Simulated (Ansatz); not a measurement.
# CH4BNOSi: one species, many methods

One table from this session's results is given with a row withheld; the runs are named, their logs left out.

Method: functionals in def2-TZVPP, the program's frozen cores in correlated methods; program: Ansatz 0.2.0, Gaussian basis.

Levels to be run: LDA (SPW92), PBE-D4, revPBE-D4, BLYP-D4, r2SCAN-D4, B97M-V, PBE0-D4, B3LYP-D4, r2SCANh-D4, r2SCAN0-D4, HSE06-D4, BHLYP-D4, CAM-B3LYP-D4, LC-ωPBE, ωB97X-V, ωB97M-V, B2PLYP, PBE-QIDH; CCSD(T)/def2-SVP; CCSD(T)/def2-TZVPP; MP2/def2-QZVPP; extrapolation to the limit; RPA on PBE.

### The relaxed structure

All runs share one geometry, relaxed beforehand with PBE0-D4 in a triple-zeta def2 set.

SMILES `OB1C=N[SiH2]1`, 9 atoms, charge 0, spin multiplicity 1.

Atoms are counted from 1 here; the program's logs count them from 0.

Bond lengths: O1–B2 1.339 Å, O1–H6 0.961 Å, B2–C3 1.582 Å, B2–Si5 2.026 Å, C3–N4 1.294 Å, C3–H7 1.098 Å, N4–Si5 1.807 Å, Si5–H8 1.490 Å, Si5–H9 1.490 Å. Angles: B2–O1–H6 114.1°, O1–B2–C3 130.0°, O1–B2–Si5 149.3°, C3–B2–Si5 80.7°, B2–C3–N4 107.2°, B2–C3–H7 132.8°, N4–C3–H7 120.0°, C3–N4–Si5 97.8°, B2–Si5–N4 74.3°, B2–Si5–H8 122.4°, B2–Si5–H9 122.5°, N4–Si5–H8 112.7°, N4–Si5–H9 112.8°, H8–Si5–H9 107.3°.

The first run:

in.yaml reads:

```yaml
crystal:
  periodic: [false, false, false]
  atoms:
    - {symbol: O, position_ang: [-0.310790, 1.821900, -1.087691]}
    - {symbol: B, position_ang: [-0.050806, 0.664159, -0.467558]}
    - {symbol: C, position_ang: [0.994928, -0.468653, -0.823189]}
    - {symbol: N, position_ang: [0.873297, -1.396192, 0.070446]}
    - {symbol: Si, position_ang: [-0.439300, -0.627130, 1.045165]}
    - {symbol: H, position_ang: [-1.001703, 2.344498, -0.671339]}
    - {symbol: H, position_ang: [1.731677, -0.576492, -1.630169]}
    - {symbol: H, position_ang: [-0.029047, -0.356720, 2.452059]}
    - {symbol: H, position_ang: [-1.679656, -1.451670, 1.095277]}
basis:
  gaussian: {orbitals: def2-TZVPP}
hamiltonian: {xc: lda}
output: {orbitals: {seedname: orbitals}}
```

Run with:

```console
$ ansatz run in.yaml --threads 2 --pin off --events-out ev --progress --plain --max-ram 4352MiB
```

Steps of the session up to this table: LDA; PBE-D4 (GGA); revPBE-D4 (GGA); BLYP-D4 (GGA); r2SCAN-D4 (meta-GGA); B97M-V (meta-GGA); B3LYP-D4 (hybrid); r2SCANh-D4 (hybrid); r2SCAN0-D4 (hybrid); HSE06-D4 (hybrid); BHLYP-D4 (hybrid); CAM-B3LYP-D4 (range-separated); LC-ωPBE (range-separated); ωB97X-V (range-separated); ωB97M-V (range-separated); B2PLYP (double hybrid); PBE-QIDH (double hybrid).

One of the session's tables, all rows but one given; the rest of the session is left out.

It belongs to the step «Orbital energies across the functionals». 

```
  functional  HOMO (eV)  LUMO (eV)  gap (eV)
 LDA (SPW92)      -5.76      -3.26      2.50
      PBE-D4      -5.65      -3.01      2.64
   revPBE-D4      -5.60      -2.91      2.69
     BLYP-D4      -5.53      -2.82      2.70
   r2SCAN-D4      -5.90      -2.83      3.07
      B97M-V      -6.07      -2.77      3.30
     PBE0-D4      -7.07      -1.95      5.12
    B3LYP-D4      -6.83      -2.15      4.68
  r2SCANh-D4      -6.44      -2.44      4.00
  r2SCAN0-D4      -7.25      -1.86      5.39
    HSE06-D4          ?          ?         ?
    BHLYP-D4      -8.44      -0.76      7.68
CAM-B3LYP-D4      -8.47      -0.72      7.75
     LC-ωPBE      -9.82       0.45     10.26
     ωB97X-V      -9.49       0.38      9.86
     ωB97M-V      -9.40       0.25      9.65
```

Q: Estimate the row for HSE06-D4 from the others.

The run gave: HOMO (eV): -6.67; LUMO (eV): -2.34; gap (eV): 4.33. In the column «HOMO (eV)» it lies between B3LYP-D4 (-6.83) and r2SCANh-D4 (-6.44).
